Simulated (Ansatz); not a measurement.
# TaN (quintet): from Hartree-Fock to the top rungs, def2-TZVPP

The task here is to estimate one member of a computed series from the others.

The runs use Ansatz 0.2.0, Gaussian basis; def2-TZVPP, core rule «outside noble gas», up to 5 orbitals frozen.

The runs, in order: UHF; ROHF; CCSD(T) on UHF.

## The system

The geometry is a PBE0/def2-TZVP stationary point (not a proven minimum). No spin-orbit coupling is included. Elements past krypton take def2 core potentials.

2 atoms, charge 0, spin multiplicity 5.

Atoms are counted from 1 here; the program's logs count them from 0.

Bond lengths: Ta1–N2 1.820 Å.

Set-up of the first run:

in.yaml

```yaml
crystal:
  periodic: [false, false, false]
  atoms:
    - {symbol: Ta, position_ang: [0.000000, 0.000000, 0.000000]}
    - {symbol: N, position_ang: [0.000000, 0.000000, 1.819600]}
basis:
  gaussian: {orbitals: def2-TZVPP}
magnetization: {spin_polarized: true, initial_magnetization: 4}
hamiltonian: {xc: hf}
output: {orbitals: {seedname: orbitals}}
```

Started as:

```sh
$ ansatz run in.yaml --threads 1 --pin off --events-out ev --progress --plain --max-ram 4096MiB --backend cpu
```

Among the steps run: UHF; ROHF; CCSD(T) on UHF.

One of the session's tables, all rows but one given; the rest of the session is left out.

It belongs to the step «Misses and costs». 

| method | from UCCSD(T) (meV) |
| --- | --- |
| ROHF | +8339.6 |
| UHF | ? |
| UMP2 | +721.7 |
| UCCSD | +526.6 |
| UCCSD(T) | 0 |

Q: Estimate the row for UHF from the others.

The run gave: from UCCSD(T) (meV): +8113.8. In the column «from UCCSD(T) (meV)» it lies between UMP2 (+721.7) and ROHF (+8339.6).
